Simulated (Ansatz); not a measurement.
**CH3FN2Si: small, medium and large basis sets**

One table from this session's results is given with a row withheld; the runs are named, their logs left out.

Method: one geometry, several basis sets; program: Ansatz 0.2.0, Gaussian basis.

The runs, in order: PBE0-D4/def2-SVP; ωB97M-V/def2-SVP; PBE0-D4/def2-QZVPP; ωB97M-V/def2-QZVPP; the functionals' def2-TZVPP values are taken from earlier runs.

**The geometry**

An earlier PBE0-D4 in a triple-zeta def2 set relaxation fixed the geometry.

SMILES `N[SiH]1N=C1F`, 8 atoms, charge 0, spin multiplicity 1.

Atoms are counted from 1 here; the program's logs count them from 0.

Bond lengths: N1–Si2 1.683 Å, N1–H6 1.006 Å, N1–H7 1.005 Å, Si2–N3 1.773 Å, Si2–C4 1.763 Å, Si2–H8 1.473 Å, N3–C4 1.271 Å, C4–F5 1.322 Å. Angles: Si2–N1–H6 124.2°, Si2–N1–H7 122.3°, H6–N1–H7 113.5°, N1–Si2–N3 121.7°, N1–Si2–C4 125.4°, N1–Si2–H8 108.3°, N3–Si2–C4 42.1°, N3–Si2–H8 120.8°, C4–Si2–H8 123.7°, Si2–N3–C4 68.5°, Si2–C4–N3 69.4°, Si2–C4–F5 164.1°, N3–C4–F5 126.4°.

Set-up of the first run:

in.yaml reads:

```yaml
crystal:
  periodic: [false, false, false]
  atoms:
    - {symbol: N, position_ang: [-1.434233, -0.282700, -0.260669]}
    - {symbol: Si, position_ang: [0.221016, -0.480777, -0.032547]}
    - {symbol: N, position_ang: [1.402946, 0.595952, -0.799778]}
    - {symbol: C, position_ang: [1.344939, 0.787208, 0.455890]}
    - {symbol: F, position_ang: [2.013631, 1.697792, 1.142292]}
    - {symbol: H, position_ang: [-1.885973, 0.608081, -0.377537]}
    - {symbol: H, position_ang: [-2.067451, -1.062357, -0.301360]}
    - {symbol: H, position_ang: [0.497125, -1.920299, 0.117909]}
basis:
  gaussian: {orbitals: def2-SVP}
hamiltonian: {xc: pbe0, dispersion: d4}
output: {orbitals: {seedname: orbitals}}
```

Run with:

```bash
> ansatz run in.yaml --threads 2 --pin off --events-out ev --progress --plain --max-ram 4352MiB
```

Among the steps run: PBE0-D4 in def2-SVP; ωB97M-V in def2-SVP; PBE0-D4 in def2-QZVPP; ωB97M-V in def2-QZVPP.

One table of the session follows, with a row left open; its other results are not shown here.

| functional | basis | HOMO (eV) | LUMO (eV) |
| --- | --- | --- | --- |
| PBE0-D4 | def2-SVP | -6.73 | 0.17 |
| PBE0-D4 | def2-TZVPP | -6.93 | -0.24 |
| PBE0-D4 | def2-QZVPP | -6.99 | -0.38 |
| ωB97M-V | def2-SVP | -8.98 | 2.51 |
| ωB97M-V | def2-TZVPP | ? | ? |
| ωB97M-V | def2-QZVPP | -9.26 | 1.37 |

Estimate the missing values for ωB97M-V, def2-TZVPP.

The run gave: HOMO (eV): -9.20; LUMO (eV): 1.75. In the column «HOMO (eV)» it lies between ωB97M-V, def2-QZVPP (-9.26) and ωB97M-V, def2-SVP (-8.98).
